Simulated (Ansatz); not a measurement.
**C₂H₄Cl₂Si: up Jacob's ladder to CCSD(T)**

An exercise on one series of results from a longer session: the logs are not shown, and one member is left open.

The runs use Ansatz 0.2.0, Gaussian basis; functionals in def2-TZVPP, the program's frozen cores in correlated methods.

Levels to be run: LDA (SPW92), PBE-D4, revPBE-D4, BLYP-D4, r2SCAN-D4, B97M-V, PBE0-D4, B3LYP-D4, r2SCANh-D4, r2SCAN0-D4, HSE06-D4, BHLYP-D4, CAM-B3LYP-D4, LC-ωPBE, ωB97X-V, ωB97M-V, B2PLYP, PBE-QIDH; CCSD(T)/def2-SVP; CCSD(T)/def2-TZVPP; MP2/def2-QZVPP; extrapolation to the limit; RPA on PBE.

## The geometry

An earlier PBE0-D4 in a triple-zeta def2 set relaxation fixed the geometry.

SMILES `C=C[SiH](Cl)Cl`, 9 atoms, charge 0, spin multiplicity 1.

Atoms are counted from 1 here; the program's logs count them from 0.

Bond lengths: C1–C2 1.330 Å, C1–H6 1.087 Å, C1–H7 1.086 Å, C2–Si3 1.839 Å, C2–H8 1.088 Å, Si3–Cl4 2.047 Å, Si3–Cl5 2.047 Å, Si3–H9 1.477 Å. Angles: C2–C1–H6 121.8°, C2–C1–H7 122.2°, H6–C1–H7 116.1°, C1–C2–Si3 120.7°, C1–C2–H8 119.6°, Si3–C2–H8 119.7°, C2–Si3–Cl4 110.4°, C2–Si3–Cl5 110.4°, C2–Si3–H9 110.9°, Cl4–Si3–Cl5 107.9°, Cl4–Si3–H9 108.5°, Cl5–Si3–H9 108.5°.

The first run:

in.yaml

```yaml
crystal:
  periodic: [false, false, false]
  atoms:
    - {symbol: C, position_ang: [-0.176596, 0.830729, 1.338077]}
    - {symbol: C, position_ang: [-0.554907, -0.120243, 0.488455]}
    - {symbol: Si, position_ang: [0.405329, -0.444377, -1.046548]}
    - {symbol: Cl, position_ang: [1.091281, -2.373045, -1.065877]}
    - {symbol: Cl, position_ang: [-0.776009, -0.179106, -2.697198]}
    - {symbol: H, position_ang: [0.703052, 1.442798, 1.157555]}
    - {symbol: H, position_ang: [-0.725833, 1.042212, 2.250846]}
    - {symbol: H, position_ang: [-1.441484, -0.711822, 0.704678]}
    - {symbol: H, position_ang: [1.563665, 0.466553, -1.147087]}
basis:
  gaussian: {orbitals: def2-TZVPP}
hamiltonian: {xc: lda}
output: {orbitals: {seedname: orbitals}}
```

Run with:

```
> ansatz run in.yaml --threads 4 --pin off --events-out ev --progress --plain --max-ram 10444MiB
```

Steps of the session up to this table: LDA; PBE-D4 (GGA); revPBE-D4 (GGA); BLYP-D4 (GGA); r2SCAN-D4 (meta-GGA); B97M-V (meta-GGA); PBE0-D4 (hybrid); B3LYP-D4 (hybrid); r2SCANh-D4 (hybrid); r2SCAN0-D4 (hybrid); HSE06-D4 (hybrid); BHLYP-D4 (hybrid); CAM-B3LYP-D4 (range-separated); LC-ωPBE (range-separated); ωB97X-V (range-separated); ωB97M-V (range-separated); B2PLYP (double hybrid); PBE-QIDH (double hybrid).

One of the session's tables, all rows but one given; the rest of the session is left out.

It belongs to the step «Orbital energies across the functionals». 

```
  functional  HOMO (eV)  gap (eV)
 LDA (SPW92)      -7.54      5.22
      PBE-D4      -7.36      5.29
   revPBE-D4      -7.29      5.32
     BLYP-D4          ?         ?
   r2SCAN-D4      -7.61      5.74
      B97M-V      -7.62      5.81
     PBE0-D4      -8.54      7.46
    B3LYP-D4      -8.27      7.00
  r2SCANh-D4      -8.05      6.55
  r2SCAN0-D4      -8.71      7.74
    HSE06-D4      -8.14      6.68
    BHLYP-D4      -9.50      9.56
CAM-B3LYP-D4      -9.86      9.95
     LC-ωPBE     -11.32     12.55
     ωB97X-V     -10.89     12.06
     ωB97M-V     -10.77     11.82
```

**Question.** Estimate the row for BLYP-D4.

Worked estimate for «HOMO (eV)». Against the share of exact exchange, B3LYP-D4 (0.2, -8.27), BHLYP-D4 (0.5, -9.50) give a slope of -4.10 per unit share; at 0 the line stands at -7.45.

The run gave: HOMO (eV): -7.16; gap (eV): 5.26. In «HOMO (eV)» the line misses by -0.29.
